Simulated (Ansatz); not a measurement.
# CH7NSn (SMILES C[NH][SnH3]): r2SCAN/def2-SVP (core potential)

Aim: the vertical singlet–triplet gap of CH7NSn at r2SCAN/def2-SVP (core potential), from 2 runs. 

The calculation is run with Ansatz 0.2.0.

74 further runs of the same task are left out: 74 set aside as unsound or not needed.

### 1 Starting point

CH7NSn: 10 atoms, total charge 0, spin state singlet. As SMILES, `C[NH][SnH3]`. The shape is that of a PBE0-D4/def2-TZVP optimisation.

Bond lengths: C1–N2 1.451 Å, N2–Sn3 2.028 Å, C1–H4 1.095 Å, C1–H5 1.094 Å, C1–H6 1.101 Å, N2–H7 1.011 Å, Sn3–H8 1.705 Å, Sn3–H9 1.706 Å, Sn3–H10 1.718 Å. Some angles: C1–N2–Sn3 118.3°, C1–N2–H7 111.0°, Sn3–N2–H7 112.3°, N2–C1–H4 110.3°, N2–C1–H5 109.7°, N2–C1–H6 115.2°, N2–Sn3–H8 106.4°, N2–Sn3–H9 105.8°, N2–Sn3–H10 112.2°, H4–C1–H5 106.6°.

### 2 A single-point energy at r2SCAN/def2-SVP (core potential)

Input file molecule.yaml:

```yaml
crystal:
  periodic: [false, false, false]
  atoms:
    - {symbol: C, position_ang: [-0.898400, 0.758000, -0.879200]}
    - {symbol: N, position_ang: [-0.343000, -0.532900, -0.516500]}
    - {symbol: Sn, position_ang: [0.897300, -0.629400, 1.085100]}
    - {symbol: H, position_ang: [-1.664200, 0.637600, -1.652700]}
    - {symbol: H, position_ang: [-1.396800, 1.201100, -0.011700]}
    - {symbol: H, position_ang: [-0.168200, 1.494600, -1.247500]}
    - {symbol: H, position_ang: [0.037300, -1.004000, -1.326200]}
    - {symbol: H, position_ang: [1.451700, -2.239000, 1.169900]}
    - {symbol: H, position_ang: [-0.052600, -0.195500, 2.433700]}
    - {symbol: H, position_ang: [2.220200, 0.458400, 0.948000]}
basis:
  gaussian:
    orbitals: def2-SVP
accuracy: high
output: {orbitals: {seedname: orbitals}}
hamiltonian:
  xc: {name: r2SCAN}
```

On the command line:

```sh
$ ansatz run molecule.yaml --threads 1 --pin off --max-ram 3480MiB --events-out events.jsonl --progress --plain --runs-dir runs
```

The log of the run:

```text
Warning: RAYON_NUM_THREADS=1 ignored (pool sized by the plan → 1); use --threads N
Functional definition: r2SCAN
  name "r2SCAN"
  parameter k0 = 0.174
  parameter k1 = 0.065
  parameter a1 = 4.9479
  exchange = r2scan_x(k0 = k0, k1 = k1, a1 = a1)
  correlation = r2scan_c
2266 factors; integrals over basis functions are off by at most 3.0e-9 eV
mean field evaluation 1: about -8462.2434 eV, gradient 5.8e1 eV
mean field evaluation 2: about -8425.8115 eV, gradient 1.2e2 eV
mean field evaluation 4: about -8469.7748 eV, gradient 9.2e0 eV
mean field evaluation 8: about -8469.9582 eV, gradient 2.1e-1 eV
mean field evaluation 16: about -8469.9584 eV, gradient 3.2e-5 eV
mean field -8469.95835153 eV, -311.2652282746 hartree, gradient 4.8e-8 eV, S^2 0.000000; 0 other end points of the search recorded, 0 dependent functions left out
reference -8469.95835245 eV, -311.2652283086 hartree; 21, 21 occupied and 68, 68 virtual orbitals, 2266 factors
Total energy: -8469.95835245 eV, -311.2652283086 hartree
```

Run time: 12 s. Hardware: 1 thread of Arm Neoverse V2, shared host; peak memory 0.31 GiB.

### 3 The triplet at the same level

Input file job.yaml:

```yaml
crystal:
  periodic: [false, false, false]
  atoms:
    - {symbol: C, position_ang: [-0.898400, 0.758000, -0.879200]}
    - {symbol: N, position_ang: [-0.343000, -0.532900, -0.516500]}
    - {symbol: Sn, position_ang: [0.897300, -0.629400, 1.085100]}
    - {symbol: H, position_ang: [-1.664200, 0.637600, -1.652700]}
    - {symbol: H, position_ang: [-1.396800, 1.201100, -0.011700]}
    - {symbol: H, position_ang: [-0.168200, 1.494600, -1.247500]}
    - {symbol: H, position_ang: [0.037300, -1.004000, -1.326200]}
    - {symbol: H, position_ang: [1.451700, -2.239000, 1.169900]}
    - {symbol: H, position_ang: [-0.052600, -0.195500, 2.433700]}
    - {symbol: H, position_ang: [2.220200, 0.458400, 0.948000]}
basis:
  gaussian:
    orbitals: def2-SVP
output:
  orbitals: {seedname: orbitals}
magnetization:
  spin_polarized: true
  initial_magnetization: 2
accuracy: high
hamiltonian:
  xc: r2scan
```

On the command line:

```sh
$ ansatz run job.yaml --threads 1 --pin off --max-ram 3480MiB --events-out events.jsonl --progress --plain --runs-dir runs
```

The log of the run:

```text
Warning: RAYON_NUM_THREADS=1 ignored (pool sized by the plan → 1); use --threads N
[... 7 set-up lines as earlier in the session ...]
2266 factors; integrals over basis functions are off by at most 3.0e-9 eV
mean field evaluation 1: about -8455.9636 eV, gradient 4.1e1 eV
mean field evaluation 2: about -8406.2686 eV, gradient 9.4e1 eV
mean field evaluation 4: about -8464.0227 eV, gradient 1.5e1 eV
mean field evaluation 8: about -8465.2747 eV, gradient 3.6e-1 eV
mean field evaluation 16: about -8465.2721 eV, gradient 1.7e-3 eV
mean field evaluation 32: about -8463.7390 eV, gradient 3.8e0 eV
mean field -8465.27211143 eV, -311.0930121276 hartree, gradient 9.0e-8 eV, S^2 2.008517; 1 other end points of the search recorded, 0 dependent functions left out
reference -8465.27211461 eV, -311.0930122446 hartree; 22, 20 occupied and 67, 69 virtual orbitals, 2266 factors
Total energy: -8465.27211461 eV, -311.0930122446 hartree
```

Wall time 23 s (1 thread of Arm Neoverse V2, shared host); peak memory 0.47 GiB.

### 4 Results

At r2SCAN/def2-SVP (core potential):

| quantity | value |
| --- | --- |
| singlet: total energy | -311.26523 Eh |
| singlet: HOMO energy | -5.19 eV |
| singlet: LUMO energy | -0.06 eV |
| singlet: HOMO–LUMO gap | 5.13 eV |
| triplet: total energy | -311.09301 Eh |
| triplet: HOMO energy (highest over α and β) | -1.37 eV |
| triplet: ⟨S²⟩ | 2.009 |
| vertical energy of the triplet above the singlet | 4.686 eV |

**Reading.** At this shape the triplet lies 4.69 eV (452 kJ/mol) above the singlet.
